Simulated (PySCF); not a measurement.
# Al(PH3)F3 (AlF₃H₃P): electronic structure in real space, part 1 of 2

For Al(PH3)F3 (AlF₃H₃P), the scripts below see where an electron leaves and enters and measure its response to a uniform field.

Computed with PySCF 2.14.0. Level: levels as typed in each script, gas phase, geometry from GFN2-xTB.

## (1) Where the work starts

8 atoms, charge 0, spin multiplicity 1.

Bond lengths: Al1–P2 2.449 Å, Al1–F6 1.649 Å, Al1–F7 1.650 Å, Al1–F8 1.646 Å, P2–H3 1.372 Å, P2–H4 1.386 Å, P2–H5 1.379 Å. Angles: P2–Al1–F6 99.1°, P2–Al1–F7 98.9°, P2–Al1–F8 99.4°, F6–Al1–F7 117.4°, F6–Al1–F8 117.6°, F7–Al1–F8 117.6°, Al1–P2–H3 120.1°, Al1–P2–H4 119.3°, Al1–P2–H5 119.7°, H3–P2–H4 97.6°, H3–P2–H5 97.9°, H4–P2–H5 97.3°.

Geometry (Å):

```
atom    x (Å)    y (Å)    z (Å)
 Al1   0.6736  -0.0003   0.0008
  P2  -1.7755  -0.0001   0.0009
  H3  -2.4630   0.6923  -0.9642
  H4  -2.4538   0.4988   1.1015
  H5  -2.4586  -1.1933  -0.0989
  F6   0.9350   1.6269   0.0484
  F7   0.9291  -0.7691  -1.4363
  F8   0.9416  -0.8569   1.3810
```

## (2) Removing and adding an electron (B3LYP/def2-svpd)

File input.py:

```python
import numpy as np
from pyscf import gto, scf, dft
from pyscf.scf import atom_ks, atom_hf
from scipy.linalg import block_diag

def solve(mol, dm0=None, hcore=None):
    mf = (dft.UKS if mol.spin else dft.RKS)(mol, xc='b3lyp')
    mf.grids.level = 3
    mf = mf.density_fit(auxbasis='def2-universal-jkfit')
    mf.conv_tol, mf.max_cycle = 1e-8, 80
    if hcore is not None:
        mf.get_hcore = lambda *args: hcore
    mf.kernel(dm0)
    if not mf.converged:
        mf = mf.newton().run(mf.mo_coeff, mf.mo_occ, max_cycle=30)
    assert mf.converged, 'SCF not converged'
    return mf

mol = gto.M(atom='''
Al     0.67356    -0.00035     0.00082
P     -1.77550    -0.00007     0.00087
H     -2.46303     0.69231    -0.96416
H     -2.45379     0.49880     1.10145
H     -2.45862    -1.19332    -0.09894
F      0.93498     1.62686     0.04838
F      0.92910    -0.76910    -1.43628
F      0.94165    -0.85688     1.38099
''', basis='def2-svpd', charge=0, spin=0, verbose=4)
mf = solve(mol)
out = dict(e0=mf.e_tot, dm0=mf.make_rdm1(), c=mf.mo_coeff, occ=mf.mo_occ, eps=mf.mo_energy)
for name, dq, spin in [('cation', 1, 1), ('anion', -1, 1)]:
    ion = mol.copy().set(charge=mol.charge + dq, spin=spin).build()
    mi = solve(ion)
    if spin and dq > 0 and mol.nao < 130:
        c, _, stable, _ = mi.stability(return_status=True)
        if not stable:
            mi = solve(ion, mi.make_rdm1(c, mi.mo_occ))
    print(name, 'vertical energy change / eV', (mi.e_tot - mf.e_tot) * 27.211386)
    out.update({'e_' + name: mi.e_tot, 'dm_' + name: mi.make_rdm1(), 's2_' + name: mi.spin_square()[0], 'eps_' + name: mi.mo_energy, 'occ_' + name: mi.mo_occ})
# spherically averaged free atoms, for the promolecule
atm = atom_ks.get_atm_nrks(mol, xc='b3lyp')
pro = block_diag(*[(atm[a[0]][2] * atm[a[0]][3]) @ atm[a[0]][2].T for a in mol._atom])
np.savez('result.npz', pro=pro, **out)
```

Command:

```console
> OMP_NUM_THREADS=1 python input.py
```

Output:

```text
[ENV] PYSCF_TMPDIR <dir>
[ENV] PYSCF_MAX_MEMORY 1375
[INPUT] verbose = 4
[INPUT] num. atoms = 8
[INPUT] num. electrons = 58
[INPUT] charge = 0
[INPUT] spin (= nelec alpha-beta = 2S) = 0
[INPUT] symmetry False subgroup None
[INPUT] Mole.unit = angstrom
[INPUT] Symbol           X                Y                Z      unit          X                Y                Z       unit  Magmom
[INPUT]  1 Al     0.673560000000  -0.000350000000   0.000820000000 AA    1.272843928462  -0.000661404144   0.001549575422 Bohr   0.0
[INPUT]  2 P     -1.775500000000  -0.000070000000   0.000870000000 AA   -3.355208734165  -0.000132280829   0.001644061728 Bohr   0.0
[INPUT]  3 H     -2.463030000000   0.692310000000  -0.964160000000 AA   -4.654452136587   1.308276293298  -1.821998340261 Bohr   0.0
[INPUT]  4 H     -2.453790000000   0.498800000000   1.101450000000 AA   -4.636991067197   0.942595390933   2.081438839902 Bohr   0.0
[INPUT]  5 H     -2.458620000000  -1.193320000000  -0.098940000000 AA   -4.646118444378  -2.255047978966  -0.186969502764 Bohr   0.0
[INPUT]  6 F      0.934980000000   1.626860000000   0.048380000000 AA    1.766856131946   3.074319843010   0.091424949906 Bohr   0.0
[INPUT]  7 F      0.929100000000  -0.769100000000  -1.436280000000 AA    1.755744542333  -1.453388362403  -2.714175838190 Bohr   0.0
[INPUT]  8 F      0.941650000000  -0.856880000000   1.380990000000 AA    1.779460605197  -1.619268521617   2.609692880763 Bohr   0.0

nuclear repulsion = 303.389075700793
number of shells = 59
number of NR pGTOs = 213
number of NR cGTOs = 141
basis = def2-svpd
ecp = {}

******** <class 'pyscf.df.df_jk.DFRKS'> ********
method = DFRKS
initial guess = minao
damping factor = 0
level_shift factor = 0
DIIS = <class 'pyscf.scf.diis.CDIIS'>
diis_start_cycle = 1
diis_space = 8
diis_damp = 0
SCF conv_tol = 1e-08
SCF conv_tol_grad = None
SCF max_cycles = 80
direct_scf = False
XC library pyscf.dft.libxc version 7.0.0
    S. Lehtola, C. Steigemann, M. J.T. Oliveira, and M. A.L. Marques.,  SoftwareX 7, 1–5 (2018)
XC functionals = b3lyp
    P. J. Stephens, F. J. Devlin, C. F. Chabalowski, and M. J. Frisch.,  J. Phys. Chem. 98, 11623 (1994)
radial grids:
    Treutler-Ahlrichs [JCP 102, 346 (1995); DOI:10.1063/1.469408] (M4) radial grids

becke partition: Becke, JCP 88, 2547 (1988); DOI:10.1063/1.454033
pruning grids: <function nwchem_prune at 0xf84b56dfb600>
grids dens level: 3
symmetrized grids: False
atomic radii adjust function: <function treutler_atomic_radii_adjust at 0xf84b56e34540>
small_rho_cutoff = 0
Set gradient conv threshold to 0.0001
Initial guess from minao.
tot grids = 110576
******** <class 'pyscf.df.df.DF'> ********
auxbasis = def2-universal-jkfit
init E= -884.996366233901
[... the frontier-level lines of each cycle are left out ...]
cycle= 1 E= -884.836324830583  delta_E= 0.16  |g|= 0.968  |ddm|= 2.99
cycle= 2 E= -884.478918240452  delta_E= 0.357  |g|= 1.79  |ddm|= 1.85
cycle= 3 E= -885.002725117505  delta_E= -0.524  |g|= 0.018  |ddm|= 1.11
cycle= 4 E= -885.002797792856  delta_E= -7.27e-05  |g|= 0.01  |ddm|= 0.0579
cycle= 5 E= -885.00283268872  delta_E= -3.49e-05  |g|= 0.00267  |ddm|= 0.0162
cycle= 6 E= -885.002834134508  delta_E= -1.45e-06  |g|= 0.0012  |ddm|= 0.00401
cycle= 7 E= -885.002834361814  delta_E= -2.27e-07  |g|= 0.000331  |ddm|= 0.000974
cycle= 8 E= -885.002834381444  delta_E= -1.96e-08  |g|= 3.91e-05  |ddm|= 0.000392
cycle= 9 E= -885.002834381847  delta_E= -4.02e-10  |g|= 9.15e-06  |ddm|= 9.02e-05
Extra cycle  E= -885.002834381842  delta_E= 4.32e-12  |g|= 1.14e-05  |ddm|= 2.1e-05
converged SCF energy = -885.002834381842

******** <class 'pyscf.df.df_jk.DFUKS'> ********
method = DFUKS
initial guess = minao
damping factor = 0
level_shift factor = 0
DIIS = <class 'pyscf.scf.diis.CDIIS'>
diis_start_cycle = 1
diis_space = 8
diis_damp = 0
SCF conv_tol = 1e-08
SCF conv_tol_grad = None
SCF max_cycles = 80
direct_scf = False
number electrons alpha = 29  beta = 28
XC library pyscf.dft.libxc version 7.0.0
    S. Lehtola, C. Steigemann, M. J.T. Oliveira, and M. A.L. Marques.,  SoftwareX 7, 1–5 (2018)
XC functionals = b3lyp
    P. J. Stephens, F. J. Devlin, C. F. Chabalowski, and M. J. Frisch.,  J. Phys. Chem. 98, 11623 (1994)
radial grids:
    Treutler-Ahlrichs [JCP 102, 346 (1995); DOI:10.1063/1.469408] (M4) radial grids

becke partition: Becke, JCP 88, 2547 (1988); DOI:10.1063/1.454033
pruning grids: <function nwchem_prune at 0xf84b56dfb600>
grids dens level: 3
symmetrized grids: False
atomic radii adjust function: <function treutler_atomic_radii_adjust at 0xf84b56e34540>
small_rho_cutoff = 0
Set gradient conv threshold to 0.0001
tot grids = 110576
******** <class 'pyscf.df.df.DF'> ********
auxbasis = def2-universal-jkfit
init E= -884.996366233901


cycle= 1 E= -884.309623212233  delta_E= 0.687  |g|= 0.72  |ddm|= 2.17


cycle= 2 E= -883.139105375302  delta_E= 1.17  |g|= 1.88  |ddm|= 2.32
cycle= 3 E= -884.54857909687  delta_E= -1.41  |g|= 0.0567  |ddm|= 1.84
cycle= 4 E= -884.550424426179  delta_E= -0.00185  |g|= 0.0738  |ddm|= 0.202
cycle= 5 E= -884.552852350842  delta_E= -0.00243  |g|= 0.0291  |ddm|= 0.0788
cycle= 6 E= -884.55295487137  delta_E= -0.000103  |g|= 0.0282  |ddm|= 0.0407
cycle= 7 E= -884.553286047422  delta_E= -0.000331  |g|= 0.00252  |ddm|= 0.0309
cycle= 8 E= -884.553290024978  delta_E= -3.98e-06  |g|= 0.00195  |ddm|= 0.00651
...
cycle= 11 E= -884.982558740159  delta_E= -8.99e-09  |g|= 1.91e-05  |ddm|= 0.00897
Extra cycle  E= -884.982558743554  delta_E= -3.39e-09  |g|= 1.8e-05  |ddm|= 0.00345
converged SCF energy = -884.982558743554  <S^2> = 0.7501756  2S+1 = 2.0001756
anion vertical energy change / eV 0.5517282198700485
Spherically averaged atomic KS for {'F', 'H', 'P', 'Al'}

******** <class 'pyscf.scf.atom_ks.AtomSphAverageRKS'> ********
method = AtomSphAverageRKS
initial guess = vsap
damping factor = 0
level_shift factor = 0
diis_start_cycle = 1
diis_space = 12
SCF conv_tol = 1e-09
SCF conv_tol_grad = None
SCF max_cycles = 50
direct_scf = True
direct_scf_tol = 1e-13
XC library pyscf.dft.libxc version 7.0.0
    S. Lehtola, C. Steigemann, M. J.T. Oliveira, and M. A.L. Marques.,  SoftwareX 7, 1–5 (2018)
XC functionals = b3lyp
    P. J. Stephens, F. J. Devlin, C. F. Chabalowski, and M. J. Frisch.,  J. Phys. Chem. 98, 11623 (1994)
radial grids:
    Treutler-Ahlrichs [JCP 102, 346 (1995); DOI:10.1063/1.469408] (M4) radial grids

becke partition: Becke, JCP 88, 2547 (1988); DOI:10.1063/1.454033
pruning grids: <function nwchem_prune at 0xf84b56dfb600>
grids dens level: 3
symmetrized grids: False
atomic radii adjust function: <function treutler_atomic_radii_adjust at 0xf84b56e34540>
User specified grid scheme (100, 434)
small_rho_cutoff = 0
Set gradient conv threshold to 3.16228e-05
tot grids = 24008
init E= 61.1165751446378
cycle= 1 E= 61.114727205993  delta_E= -0.00185  |g|=    0  |ddm|= 0.132
cycle= 2 E= 61.1146950124686  delta_E= -3.22e-05  |g|=    0  |ddm|= 0.0333
cycle= 3 E= 61.114693519912  delta_E= -1.49e-06  |g|=    0  |ddm|= 0.00991
cycle= 4 E= 61.1146933774835  delta_E= -1.42e-07  |g|=    0  |ddm|= 0.0035
cycle= 5 E= 61.1146933616644  delta_E= -1.58e-08  |g|=    0  |ddm|= 0.00118
cycle= 6 E= 61.1146933598743  delta_E= -1.79e-09  |g|=    0  |ddm|= 0.000398
cycle= 7 E= 61.1146933596656  delta_E= -2.09e-10  |g|=    0  |ddm|= 7.07e-05
Extra cycle  E= 61.1146933596478  delta_E= -1.78e-11  |g|=    0  |ddm|= 3.98e-05
Atomic HF for atom  Al  converged. SCF energy = 61.1146933596478

******** <class 'pyscf.scf.atom_ks.AtomSphAverageRKS'> ********
method = AtomSphAverageRKS
initial guess = vsap
damping factor = 0
level_shift factor = 0
diis_start_cycle = 1
diis_space = 12
SCF conv_tol = 1e-09
SCF conv_tol_grad = None
SCF max_cycles = 50
direct_scf = True
direct_scf_tol = 1e-13
XC library pyscf.dft.libxc version 7.0.0
    S. Lehtola, C. Steigemann, M. J.T. Oliveira, and M. A.L. Marques.,  SoftwareX 7, 1–5 (2018)
XC functionals = b3lyp
    P. J. Stephens, F. J. Devlin, C. F. Chabalowski, and M. J. Frisch.,  J. Phys. Chem. 98, 11623 (1994)
radial grids:
    Treutler-Ahlrichs [JCP 102, 346 (1995); DOI:10.1063/1.469408] (M4) radial grids

becke partition: Becke, JCP 88, 2547 (1988); DOI:10.1063/1.454033
pruning grids: <function nwchem_prune at 0xf84b56dfb600>
grids dens level: 3
symmetrized grids: False
atomic radii adjust function: <function treutler_atomic_radii_adjust at 0xf84b56e34540>
User specified grid scheme (100, 434)
small_rho_cutoff = 0
Set gradient conv threshold to 3.16228e-05
tot grids = 24272
init E= -37.6616704118525
cycle= 1 E= -37.6636446415562  delta_E= -0.00197  |g|=    0  |ddm|= 0.207
cycle= 2 E= -37.6638230428742  delta_E= -0.000178  |g|=    0  |ddm|= 0.0947
cycle= 3 E= -37.6638620530602  delta_E= -3.9e-05  |g|=    0  |ddm|= 0.042
cycle= 4 E= -37.6638709954547  delta_E= -8.94e-06  |g|=    0  |ddm|= 0.0201
cycle= 5 E= -37.6638730514297  delta_E= -2.06e-06  |g|=    0  |ddm|= 0.00961
cycle= 6 E= -37.6638735238869  delta_E= -4.72e-07  |g|=    0  |ddm|= 0.00461
cycle= 7 E= -37.6638736324856  delta_E= -1.09e-07  |g|=    0  |ddm|= 0.00221
cycle= 8 E= -37.663873657445  delta_E= -2.5e-08  |g|=    0  |ddm|= 0.00106
cycle= 9 E= -37.6638736631815  delta_E= -5.74e-09  |g|=    0  |ddm|= 0.000508
cycle= 10 E= -37.6638736645002  delta_E= -1.32e-09  |g|=    0  |ddm|= 0.000243
cycle= 11 E= -37.6638736648846  delta_E= -3.84e-10  |g|=    0  |ddm|= 6.68e-05
Extra cycle  E= -37.6638736648915  delta_E= -6.82e-12  |g|=    0  |ddm|= 1.78e-05
Atomic HF for atom  P  converged. SCF energy = -37.6638736648915

******** <class 'pyscf.scf.atom_ks.AtomSphAverageRKS'> ********
method = AtomSphAverageRKS
initial guess = vsap
damping factor = 0
level_shift factor = 0
diis_start_cycle = 1
diis_space = 12
SCF conv_tol = 1e-09
SCF conv_tol_grad = None
SCF max_cycles = 50
direct_scf = True
direct_scf_tol = 1e-13
XC library pyscf.dft.libxc version 7.0.0
    S. Lehtola, C. Steigemann, M. J.T. Oliveira, and M. A.L. Marques.,  SoftwareX 7, 1–5 (2018)
XC functionals = b3lyp
    P. J. Stephens, F. J. Devlin, C. F. Chabalowski, and M. J. Frisch.,  J. Phys. Chem. 98, 11623 (1994)
radial grids:
    Treutler-Ahlrichs [JCP 102, 346 (1995); DOI:10.1063/1.469408] (M4) radial grids

becke partition: Becke, JCP 88, 2547 (1988); DOI:10.1063/1.454033
pruning grids: <function nwchem_prune at 0xf84b56dfb600>
grids dens level: 3
symmetrized grids: False
atomic radii adjust function: <function treutler_atomic_radii_adjust at 0xf84b56e34540>
User specified grid scheme (100, 434)
small_rho_cutoff = 0
Set gradient conv threshold to 3.16228e-05
tot grids = 26240
init E= 302.95181479582
cycle= 1 E= 302.943331809974  delta_E= -0.00848  |g|=    0  |ddm|= 0.231
cycle= 2 E= 302.94324551559  delta_E= -8.63e-05  |g|=    0  |ddm|= 0.0232
cycle= 3 E= 302.943244398294  delta_E= -1.12e-06  |g|=    0  |ddm|= 0.00264
cycle= 4 E= 302.9432443841  delta_E= -1.42e-08  |g|=    0  |ddm|= 0.000298
cycle= 5 E= 302.943244383919  delta_E= -1.81e-10  |g|=    0  |ddm|= 3.36e-05
Extra cycle  E= 302.943244383917  delta_E= -2.33e-12  |g|=    0  |ddm|= 3.79e-06
Atomic HF for atom  H  converged. SCF energy = 302.943244383917

******** <class 'pyscf.scf.atom_ks.AtomSphAverageRKS'> ********
method = AtomSphAverageRKS
initial guess = vsap
damping factor = 0
level_shift factor = 0
diis_start_cycle = 1
diis_space = 12
SCF conv_tol = 1e-09
SCF conv_tol_grad = None
SCF max_cycles = 50
direct_scf = True
direct_scf_tol = 1e-13
XC library pyscf.dft.libxc version 7.0.0
    S. Lehtola, C. Steigemann, M. J.T. Oliveira, and M. A.L. Marques.,  SoftwareX 7, 1–5 (2018)
XC functionals = b3lyp
    P. J. Stephens, F. J. Devlin, C. F. Chabalowski, and M. J. Frisch.,  J. Phys. Chem. 98, 11623 (1994)
radial grids:
    Treutler-Ahlrichs [JCP 102, 346 (1995); DOI:10.1063/1.469408] (M4) radial grids

becke partition: Becke, JCP 88, 2547 (1988); DOI:10.1063/1.454033
pruning grids: <function nwchem_prune at 0xf84b56dfb600>
grids dens level: 3
symmetrized grids: False
atomic radii adjust function: <function treutler_atomic_radii_adjust at 0xf84b56e34540>
User specified grid scheme (100, 434)
small_rho_cutoff = 0
Set gradient conv threshold to 3.16228e-05
tot grids = 25232
init E= 203.828119562303
cycle= 1 E= 203.827855622609  delta_E= -0.000264  |g|=    0  |ddm|= 0.201
cycle= 2 E= 203.829154277439  delta_E= 0.0013  |g|=    0  |ddm|= 0.193
cycle= 3 E= 203.822324348669  delta_E= -0.00683  |g|=    0  |ddm|= 0.0966
cycle= 4 E= 203.822326707438  delta_E= 2.36e-06  |g|=    0  |ddm|= 0.00951
cycle= 5 E= 203.822310803882  delta_E= -1.59e-05  |g|=    0  |ddm|= 0.00474
cycle= 6 E= 203.822310808099  delta_E= 4.22e-09  |g|=    0  |ddm|= 0.000397
cycle= 7 E= 203.822310780124  delta_E= -2.8e-08  |g|=    0  |ddm|= 0.000216
cycle= 8 E= 203.822310780139  delta_E= 1.53e-11  |g|=    0  |ddm|= 1.95e-05
Extra cycle  E= 203.822310780152  delta_E= 1.25e-11  |g|=    0  |ddm|= 2.16e-05
Atomic HF for atom  F  converged. SCF energy = 203.822310780152
```

Run time: 86 s. Hardware: 1 thread of Arm Neoverse V2, shared host; peak memory 0.65 GiB.

The free atoms at the end serve only for the promolecule density; their printed energies are not used.

## (3) What the saved matrices give

Fukui function at fixed geometry.

f⁻ (Hirshfeld-condensed), largest first: P2 (0.25), F6, F7 and F8 (0.13 each) and Al1 (0.12); the vertical ionisation energy is 12.23 eV. Orbital relaxation makes it negative in places (0.16 e in all).

| atom | f⁻ | charge |
| --- | --- | --- |
| Al1 | +0.12 | +0.55 |
| P2 | +0.25 | +0.30 |
| H3 | +0.07 | +0.03 |
| H4 | +0.08 | +0.03 |
| H5 | +0.07 | +0.03 |
| F6 | +0.13 | −0.32 |
| F7 | +0.13 | −0.32 |
| F8 | +0.13 | −0.31 |

(Continued in part 2 of 2.)
